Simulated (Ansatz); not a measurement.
Here is an Ansatz input file for C₂H₆GeSe, SMILES [SeH][CH]1[CH2][GeH2]1. Write the same calculation for the Python package.

```yaml
crystal:
  periodic: [false, false, false]
  atoms:
    - { symbol: Se, position_ang: [-1.8502, 0.2567, -1.1395] }
    - { symbol: C, position_ang: [-0.0828, 0.5737, -0.5141] }
    - { symbol: C, position_ang: [0.743, -0.6063, -0.614] }
    - { symbol: Ge, position_ang: [0.2855, -0.2304, 1.2558] }
    - { symbol: H, position_ang: [-2.3959, 1.4526, -0.2916] }
    - { symbol: H, position_ang: [0.4263, 1.5685, -0.6699] }
    - { symbol: H, position_ang: [1.873, -0.3831, -0.7879] }
    - { symbol: H, position_ang: [0.3429, -1.4946, -1.0466] }
    - { symbol: H, position_ang: [-0.7348, -1.3698, 1.734] }
    - { symbol: H, position_ang: [1.4763, 0.1815, 2.0767] }
basis:
  gaussian: { orbitals: def2-SVPD }
correlation:
  method: mp2
```

Launched from the shell:
```console
$ ansatz run input.yaml --threads 1 --pin off --max-ram 4096MiB --backend cpu --events-out ev --progress --plain --runs-dir out
Engine: ansatz 0.2.0, x86_64-unknown-linux-gnu
Functional definition: HF
  exchange = exact_x
  correlation = 0
1638 factors; integrals over basis functions are off by at most 1.1e-3 eV
mean field evaluation 1: about -123910.7819 eV, gradient 2.6e1 eV
mean field evaluation 2: about -123910.8903 eV, gradient 2.7e1 eV
mean field evaluation 4: about -123913.1963 eV, gradient 4.0e0 eV
mean field evaluation 8: about -123913.2594 eV, gradient 2.5e-1 eV
mean field -123913.25980643 eV, -4553.7283064622 hartree, gradient 8.8e-6 eV, S^2 0.000000; 0 other end points of the search recorded, 0 dependent functions left out
20 core orbitals not correlated: weight in the atoms' cores, before any rotation towards them, 1.000 or more for the frozen orbitals, at most 0.000 for the correlated occupied ones
reference -123913.25980643 eV, -4553.7283064622 hartree; 22, 22 occupied and 125, 125 virtual orbitals, 1638 factors
second order -21.43474396 eV of doubles, -0.00000000 eV of singles
Total energy: -123934.69455039 eV, -4554.5160187737 hartree
```

Notebook, run cell by cell (the value of a cell's last expression is shown):

```python
import json

import ansatz as az
```

```python
config = {
    "basis": "def2-SVPD",
    "method": "MP2",
}

GEOMETRY = """
Se   -1.85020    0.25670   -1.13950
C    -0.08280    0.57370   -0.51410
C     0.74300   -0.60630   -0.61400
Ge    0.28550   -0.23040    1.25580
H    -2.39590    1.45260   -0.29160
H     0.42630    1.56850   -0.66990
H     1.87300   -0.38310   -0.78790
H     0.34290   -1.49460   -1.04660
H    -0.73480   -1.36980    1.73400
H     1.47630    0.18150    2.07670
"""
```

```python
mol = az.Crystal.molecule()
for line in GEOMETRY.strip().splitlines():
    symbol, *xyz = line.split()
    mol = mol.atom(symbol, [float(v) for v in xyz])
```

```python
model = (
    mol.calculation()
    .basis(gaussian=config["basis"])
    .correlation(config["method"])  # correlation on top of the mean field
)
trace = []
result = model.session().plan().execute(on_event=trace.append)
report = result.report

report["reference_energy_ev"]
```

    -123913.25980643278

```python
report["converged"], report["free_energy_ev"]
```

    (True, -123934.69455039126)

```python
report["n_occupied"], report["n_virtual"]
```

    ([22, 22], [125, 125])

```python
for event in trace:
    if event["event"] == "mean_field_evaluation" and event["data"]["evaluation"] <= 25:
        print("pass {evaluation:3d}  E = {energy_ev:.6f} eV  gradient {gradient_ev:.1e}".format(**event["data"]))
```

    pass   1  E = -123910.781888 eV  gradient 2.6e+01
    pass   2  E = -123910.890298 eV  gradient 2.7e+01
    pass   3  E = -123912.617027 eV  gradient 1.5e+01
    pass   4  E = -123913.196342 eV  gradient 4.0e+00
    pass   5  E = -123913.254892 eV  gradient 9.3e-01
    pass   6  E = -123913.256061 eV  gradient 9.3e-01
    pass   7  E = -123913.256405 eV  gradient 9.3e-01
    pass   8  E = -123913.259357 eV  gradient 2.5e-01
    pass   9  E = -123913.259759 eV  gradient 6.9e-02
    pass  10  E = -123913.259806 eV  gradient 5.1e-05
    pass  11  E = -123913.259806 eV  gradient 1.7e-03
    pass  12  E = -123913.259806 eV  gradient 1.7e-06
    pass  13  E = -123913.259806 eV  gradient 8.8e-06

```python
print("reference energy %16.6f eV" % report["reference_energy_ev"])
print("total energy     %16.6f eV" % report["free_energy_ev"])
print("occupied orbitals outside the frozen core (up, down):", report["n_occupied"], " frozen:", report["n_frozen"], " virtual:", report["n_virtual"])
```

    reference energy   -123913.259806 eV
    total energy       -123934.694550 eV
    occupied orbitals outside the frozen core (up, down): [22, 22]  frozen: 20  virtual: [125, 125]

```python
parts = report["correlation"]
for name in ("random_phase", "coupled_cluster", "perturbative"):
    if name in parts:
        print(f"{name:16s} {parts[name]['energy']['hartree']:12.7f} Ha")
if "second_order" in parts:
    pair = parts["second_order"]
    print(f"MP2 same spin {pair['same_spin']['hartree']:.7f} Ha, opposite spin {pair['opposite_spin']['hartree']:.7f} Ha")
```

    MP2 same spin -0.2216699 Ha, opposite spin -0.5660424 Ha

```python
field = report["mean_field"]
print("<S^2> =", round(abs(field["state"]["spin_squared"]), 4), " all-electron relativity setting:", field["relativity"])
print("passes:", field["passes"])
if "symmetry" in field:
    print("occupied orbitals by irrep:", field["symmetry"]["occupied"])
with open("c2h6gese.json", "w") as handle:
    json.dump({k: report[k] for k in ("free_energy_ev", "reference_energy_ev", "n_occupied", "n_virtual")}, handle, indent=1)
```

    <S^2> = 0.0  all-electron relativity setting: none
    passes: {'evaluations': 12, 'products': 43}
    occupied orbitals by irrep: [{'A': 42}, {'A': 42}]

Caveats:
- Total energies depend on the basis set; only differences at equal settings carry meaning.
- The geometry is a force-field or estimated start, not a minimum of this method, and the basis set is short of its limit.
- S² is that of the Hartree-Fock reference.
- Early passes use coarser integrals and grids, so their energies can't be compared with the last.
- Hardware and time: 4.7 s on 1 thread of AMD EPYC 9R45 96-Core Processor (Zen 5) (shared host), peak memory 0.52 GiB.

(Lines on the test bed's own set-up are left out of the output.)
